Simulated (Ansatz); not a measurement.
C₂H₉BSSi, SMILES BC(C)S[SiH3], a comparison of dispersion corrections

Program: Ansatz's Python interface.

Interactive session:
```pycon
>>> import ansatz as az
>>> config = {
...     "basis": "def2-SVP",
... }
>>> system = (
...     az.Crystal.molecule()
...     .atom("B", (-1.8597, 0.8691, 0.7133))
...     .atom("C", (-0.4976, 0.2753, 0.3354))
...     .atom("C", (0.5449, 1.3698, 0.271))
...     .atom("S", (-0.5687, -0.5417, -1.2894))
...     .atom("Si", (0.9567, -1.9762, -0.9959))
...     .atom("H", (-2.4782, 0.5868, 1.6764))
...     .atom("H", (-2.3656, 1.7343, 0.0034))
...     .atom("H", (-0.2038, -0.4373, 1.1261))
...     .atom("H", (0.6507, 1.9069, 1.3062))
...     .atom("H", (0.348, 2.1142, -0.4838))
...     .atom("H", (1.5591, 0.9209, 0.0895))
...     .atom("H", (0.7251, -2.7293, 0.2675))
...     .atom("H", (2.1933, -1.2412, -0.8871))
...     .atom("H", (0.9829, -2.8808, -2.1036))
... )
>>> job = system.calculation().basis(gaussian=config["basis"])
>>> for name in ["pbe0", "pbe"]:
...     for correction in ("d3bj", "d4"):
...         summary = job.functional(name, dispersion=correction).run().report
...         print(f"{name:8s} {correction:5s} total {summary['free_energy_ev']:.5f} eV, of which dispersion {1000 * summary['dispersion']['energy']['ev']:.2f} meV")
...
pbe0     d3bj  total -21590.94572 eV, of which dispersion -318.81 meV
pbe0     d4    total -21590.92168 eV, of which dispersion -294.77 meV
pbe      d3bj  total -21588.33976 eV, of which dispersion -359.01 meV
pbe      d4    total -21588.32760 eV, of which dispersion -346.85 meV
```

Reading the output:
- The settings weren't tested for convergence.
- The geometry is a force-field or estimated start, not a minimum of this method, and the basis set is short of its limit. D4 holds the three-body term, and d3bj doesn't.
- Timing: 11 s on 1 thread of AMD EPYC 9B14 (Zen 4) (shared host), peak memory 0.31 GiB.
